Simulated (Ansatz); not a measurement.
# GaAs: the cost of one run

Method: DFT PBE+D3(BJ), scalar-relativistic, plane waves, PAW, in Ansatz 0.2.0.

## 1. The structure to begin with

The structure is cubic, space group F-43m (No. 216). Conventional cell: a = 5.627 Å, b = 5.627 Å, c = 5.627 Å, α = 90.00°, β = 90.00°, γ = 90.00°. Ga (site symmetry -43m) has 4 As at 2.44 Å as nearest neighbours. Around As (site symmetry -43m) lie 4 Ga at 2.44 Å.

Structure file:

```
Ga As
1.0
     0.00000    2.81354    2.81354
     2.81354    0.00000    2.81354
     2.81354    2.81354    0.00000
Ga As
1 1
Direct
  0.00000 0.00000 0.00000
  0.25000 0.25000 0.25000
```

The cell was made up by rule, so the compound may not exist in this form.

The cell is the ideal cubic zincblende prototype; whether it is the stable structure of this composition wasn't checked.

## 2. Coarse point 1 of the search for the rest volume

input.yaml reads:

```yaml
crystal:
  lattice:
    - [0.0, 2.8135433318, 2.8135433318]
    - [2.8135433318, 0.0, 2.8135433318]
    - [2.8135433318, 2.8135433318, 0.0]
  atoms:
    - { symbol: Ga, position: [0.0, 0.0, 0.0] }
    - { symbol: As, position: [0.25, 0.25, 0.25] }
basis:
  ecutwfc: 420
kpoints:
  mp_grid: { grid: [6, 6, 6] }
hamiltonian:
  xc: pbe
  dispersion: d3bj
scf:
  occupations: { method: gaussian, width: 0.05 }
output:
  forces: true
  stress: true
  eigenvalues: true
```

Launch:

```
ansatz run input.yaml --threads 1 --pin off --max-ram 4096MiB --backend cpu --events-out ev --progress --plain --runs-dir out
```

Q: Estimate wall time and peak memory on 1 thread of Intel Xeon at 2.30GHz, shared host.

About 1.2 s, with a peak of 0.38 GiB.
